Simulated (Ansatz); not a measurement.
# BiBrO: the cost of one run

Computed with Ansatz 0.2.0, driven from Python. Level of theory: DFT LDA, all-electron LAPW.

## (1) Starting point

Symmetry: P4/nmm, No. 129, tetragonal system. The conventional cell has a = 3.916 Å, b = 3.916 Å, c = 8.077 Å, α = 90.00°, β = 90.00°, γ = 90.00°. Bi (site symmetry 4mm) has 4 O at 2.32 Å and 4 Br at 3.18 Å as nearest neighbours. Around Br (site symmetry 4mm) lie 4 Bi at 3.18 Å. O (site symmetry -4m2) is surrounded by 4 Bi at 2.32 Å.

No structure file is read: the coordinates are typed or built in the script.

## (2) The code

File lapw.py:

```python
# -*- coding: utf-8 -*-
"""All-electron LAPW single point of BiBrO."""

import ansatz as az
import numpy as np
from pymatgen.core import Structure


def main():
    vectors = np.array([
        [3.916, 0.0, 0.0],
        [0.0, 3.916, 0.0],
        [0.0, 0.0, 8.077],
    ])
    system = (
        az.Lattice.of(vectors)
        .atom("Bi", [0.0, 0.5, 0.154])
        .atom("Bi", [0.5, 0.0, 0.846])
        .atom("Br", [0.0, 0.5, 0.653])
        .atom("Br", [0.5, 0.0, 0.347])
        .atom("O", [0.0, 0.0, 0.0])
        .atom("O", [0.5, 0.5, 0.0])
    )

    job = system.calculation()
    job = job.functional(az.Functional.LDA)
    job = job.kpoints(6, 6, 4).occupations("fixed")
    job = job.pseudopotentials("all_electron", lapw=True, basis_error=0.0005)
    job = job.band_table()
    outcome = job.run(threads=1)
    rep = outcome.report

    print(f"free energy      {rep['free_energy_ev']:.5f} eV")
    print(f"per atom         {rep['free_energy_ev'] / len(outcome.lattice.sites):.5f} eV")
    print(f"SCF iterations   {rep['n_iterations']}  (converged: {rep['converged']})")

    final = Structure(outcome.lattice.cell_ang, [s.symbol for s in outcome.lattice.sites], [s.position_frac for s in outcome.lattice.sites])
    # count neighbours out to a fixed multiple of the shortest distance
    for index, (site, neighbours) in enumerate(zip(final, final.get_all_neighbors(5.5))):
        first = min(n.nn_distance for n in neighbours)
        shell = [n for n in neighbours if n.nn_distance < 1.15 * first]
        mean = sum(n.nn_distance for n in shell) / len(shell)
        print(f"atom {index} {site.specie.symbol}: {len(shell)} neighbours within 1.15 of the shortest distance, mean {mean:.3f} A")

    # band edges over the mesh points; the true edges can lie between them
    levels = np.array(rep["eigenvalues_ev"])
    filled = round(rep["n_electrons"] / 2)
    top, bottom = levels[:, filled - 1], levels[:, filled]
    print("top of band", filled, "at k =", rep["kpoints_frac"][top.argmax()], f"{top.max():.4f} eV")
    print("bottom of band", filled + 1, "at k =", rep["kpoints_frac"][bottom.argmin()], f"{bottom.min():.4f} eV")
    print(f"gap by band count {bottom.min() - top.max():.3f} eV, least direct gap {(bottom - top).min():.3f} eV")

    errors = rep["lapw_basis_errors"]
    print(f"estimated basis error {1000 * errors['total_ev_per_atom']:.3f} meV/atom, target {1000 * errors['basis_error_target_ev_per_atom']:.3f}")
    for sphere in errors["spheres"]:
        print(f"  {sphere['species']:2s} muffin-tin radius {sphere['muffin_tin_radius_ang']:.3f} A, core shells {sphere['core_shells']}")


if __name__ == "__main__":
    main()
```

## (3) The input behind the calls

The package turns the script's settings into the engine's input:

```yaml
crystal:
  lattice:
    - [3.916, 0.0, 0.0]
    - [0.0, 3.916, 0.0]
    - [0.0, 0.0, 8.077]
  atoms:
    - { symbol: Bi, position: [0.0, 0.5, 0.154] }
    - { symbol: Bi, position: [0.5, 0.0, 0.846] }
    - { symbol: Br, position: [0.0, 0.5, 0.653] }
    - { symbol: Br, position: [0.5, 0.0, 0.347] }
    - { symbol: O, position: [0.0, 0.0, 0.0] }
    - { symbol: O, position: [0.5, 0.5, 0.0] }
kpoints:
  mp_grid:
    grid: [6, 6, 4]
hamiltonian:
  xc: lda
  pseudopotentials:
    kind: all_electron
    lapw:
      basis_error: 0.0005
scf:
  occupations:
    method: fixed
output:
  eigenvalues: true
```

## (4) Running it

Run with:

```console
> python lapw.py
```

What time and memory should one allow on 1 thread of Arm Neoverse V2, shared host?

About 2.6 min, with a peak of 1.1 GiB.
